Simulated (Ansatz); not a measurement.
Working through the interaction energy of a dimer with the counterpoise correction of OSi

With Ansatz 0.2.0, Python API.

At the Python prompt:
```pycon
>>> import ansatz
>>> FIRST = [
...     ('O', (-0.6519, 0.2355, -0.3296)),
...     ('Si', (0.6519, -0.2355, 0.3296)),
... ]
>>> SECOND = [
...     ('O', (3.3448, -1.5375, 2.0434)),
...     ('Si', (2.5858, -0.6605, 3.049)),
... ]
>>> def energy(atoms, ghosts=()):
...     molecule = ansatz.Crystal.molecule()
...     for symbol, xyz in atoms:
...         molecule = molecule.atom(symbol, xyz)
...     calc = (
...         molecule.calculation()
...         .basis(gaussian='cc-pVDZ')
...         .functional('r2scan')
...         .accuracy('medium')
...     )
...     deck = calc.input()
...     if ghosts:
...         deck = deck.set(ansatz.key.basis.gaussian.ghost_atoms, [{'symbol': s, 'position_ang': list(xyz)} for s, xyz in ghosts])
...     return ansatz.Session.from_dict(deck).plan().execute().report['free_energy_ev']
...
>>> # ghost atoms carry the functions of the partner
>>> both = energy(FIRST + SECOND)
>>> alone = energy(FIRST) + energy(SECOND)
>>> ghosted = energy(FIRST, SECOND) + energy(SECOND, FIRST)
>>> print(f'dimer {both:.6f} eV')
dimer -19845.227060 eV
>>> print(f'interaction, uncorrected   {(both - alone):8.3f} eV')
interaction, uncorrected      0.027 eV
>>> print(f'interaction, counterpoise  {(both - ghosted):8.3f} eV')
interaction, counterpoise     0.069 eV
>>> print(f'basis-set superposition    {(alone - ghosted):8.3f} eV')
basis-set superposition       0.041 eV
```

Uncorrected it is 0.027 eV, with the counterpoise correction 0.069 eV; the difference, 0.042 eV, is the superposition error. In this basis both values are repulsive.

Notes:
- The settings weren't tested for convergence.
- The dimer is a generated trial pose of unrelaxed monomers, not a minimum, so the figure is no binding energy, and the basis set is small.
- This level lacks the dispersion part of the attraction (electrostatics and induction are there), which can decide the sign where the interaction is weak.
- Finished in 9.3 s on 1 thread of Arm Neoverse V1 (shared host), peak memory 0.17 GiB.
